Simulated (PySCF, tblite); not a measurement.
# C₇H₁₄SSi: geometry, infrared bands and NMR shifts

Wanted: the infrared bands and NMR shifts of C₇H₁₄SSi (`CC[C@@H]1C[C@]1([SiH3])C(C)=S`), by calculation.

Computed with tblite 0.8.0 and PySCF 2.14.0, with density-fitted response routines of our own, on a single molecule in the gas phase. Atoms are numbered from 0 throughout.

## (1) The molecule as given

23 atoms, charge 0, multiplicity 1; geometry from: force field or distance geometry start.

Bonds of the start (Å): C0–C1 1.53, C1–C2 1.47, C2–C3 1.54, C3–C4 1.52, C4–Si5 1.90, C4–C6 1.46, C6–C7 1.48, C6–S8 1.46, C4–C2 1.48, C0–H9 1.10, C0–H10 1.09, C0–H11 1.09, C1–H12 1.12, C1–H13 1.10, C2–H14 1.12, C3–H15 1.10, C3–H16 1.10, Si5–H17 1.46, Si5–H18 1.48, Si5–H19 1.46, C7–H20 1.13, C7–H21 1.11, C7–H22 1.09.

## (2) Relaxing the molecule with GFN2-xTB

What the job is given:

```
{"job": {"kind": "relax", "xc": "GFN2-xTB", "basis": "xTB"}, "charge": 0, "multiplicity": 1}
C      2.882800    -0.001500     0.387900
C      1.694700     0.209200    -0.545200
C      0.576000    -0.711900    -0.322800
C     -0.559900    -0.408200    -1.315700
C     -0.780100    -0.421600     0.186300
Si    -1.829200    -1.924300     0.668700
C     -1.248400     0.830600     0.762700
C     -1.285400     2.166100     0.120200
S     -1.728000     0.777700     2.139200
H      3.764300     0.313500    -0.191700
H      2.771500     0.685900     1.227400
H      3.019300    -1.035800     0.715000
H      2.109000    -0.044900    -1.549000
H      1.474900     1.285100    -0.609300
H      0.850200    -1.789400    -0.235200
H     -0.939900    -1.258600    -1.905400
H     -0.529000     0.580600    -1.790000
H     -2.495500    -2.447100    -0.526400
H     -2.890100    -1.422200     1.565700
H     -0.957600    -2.918600     1.297800
H     -2.053100     2.808900     0.634400
H     -0.297800     2.649100     0.233200
H     -1.553300     2.104400    -0.937900
```

Started as:

```sh
> OMP_NUM_THREADS=1 python probes_run.py task.json out
```

The driver reads the jobs from task.json and runs them one after another.

**Question.** This job is followed by: GFN2-xTB harmonic vibrations, gas phase; GIAO PBE0/pcSseg-1 NMR shielding, non-relativistic, gas phase. Predict these results of the whole session: strongest single infrared mode (GFN2-xTB); zero-point energy (GFN2-xTB); ¹³C shifts against TMS (PBE0/pcSseg-1); ¹H shifts against TMS (PBE0/pcSseg-1, means over atoms taken as alike); ²⁹Si shifts against TMS (PBE0/pcSseg-1); ³³S shifts against CS2 (PBE0/pcSseg-1).

As calculated:

```
                                                              quantity                                               value
                             strongest single infrared mode (GFN2-xTB)                               2222 cm⁻¹, 372 km/mol
                                          zero-point energy (GFN2-xTB)                                      116.0 kcal/mol
                                ¹³C shifts against TMS (PBE0/pcSseg-1)       281.7, 45.5, 39.5, 39.0, 28.7, 26.0, 14.4 ppm
¹H shifts against TMS (PBE0/pcSseg-1, means over atoms taken as alike)  4.18, 3.01, 2.06, 1.71, 1.56, 1.31, 1.18, 1.13 ppm
                               ²⁹Si shifts against TMS (PBE0/pcSseg-1)                                           -48.7 ppm
                                ³³S shifts against CS2 (PBE0/pcSseg-1)                                             931 ppm
```

In words: Over 127 steps the energy fell by 1.919 eV; of the close pairs, C6–S8 changed most, 1.459 to 1.639 Å. No mode is imaginary among the 63: a minimum at this level. The strongest single mode, at 2222 cm⁻¹, moves mainly H17. GFN2-xTB is a fitted tight-binding method: band positions and strengths are rough. Its intensities can rank the bands wrongly. C6 (thiocarbonyl carbon) lies farthest downfield among carbon, at 281.7 ppm; low-lying n→π* states of the double bond to the heteroatom give a large paramagnetic term (-352 ppm). At PBE0/pcSseg-1: Shielding is most anisotropic at S8 (span 1884 ppm, paramagnetic term -1486 ppm).
